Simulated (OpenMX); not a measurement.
## AlIn in OpenMX: the effect of dispersion

The system is AlIn.

```
Al In
1.0
     3.05413    0.00000    0.00000
    -1.52707    2.64496    0.00000
     0.00000    0.00000    5.82802
Al In
1 1
Direct
  0.00000 0.00000 0.00000
  0.00000 0.00000 0.50000
```

The cell was built by a generator and needn't be a form met in nature.

Alike in all runs:

```yaml
Program: OpenMX 3.8.5
Task: single point
Functional: PBE
Potentials_or_basis: OpenMX 2013 PBE set, Al7.0-s2p2d1, In7.0-s3p2d2, grid cutoff 500 Ry
k_mesh: 7 × 7 × 5
Occupations: fermi-dirac, width 0.05 eV
Spin: no spin polarisation
```

```csv
dispersion,pressure (GPa)
none,0.0
D3,?
D3(BJ),-2.0
D4,-2.0
```

Q: What does the run with dispersion D3 give?

A: Pressure -0.9 GPa.

Caveats: the basis of atomic orbitals isn't converged, which shifts pressures, moduli and gaps; pairwise dispersion overbinds metals, which lowers pressure and volume (some runs).
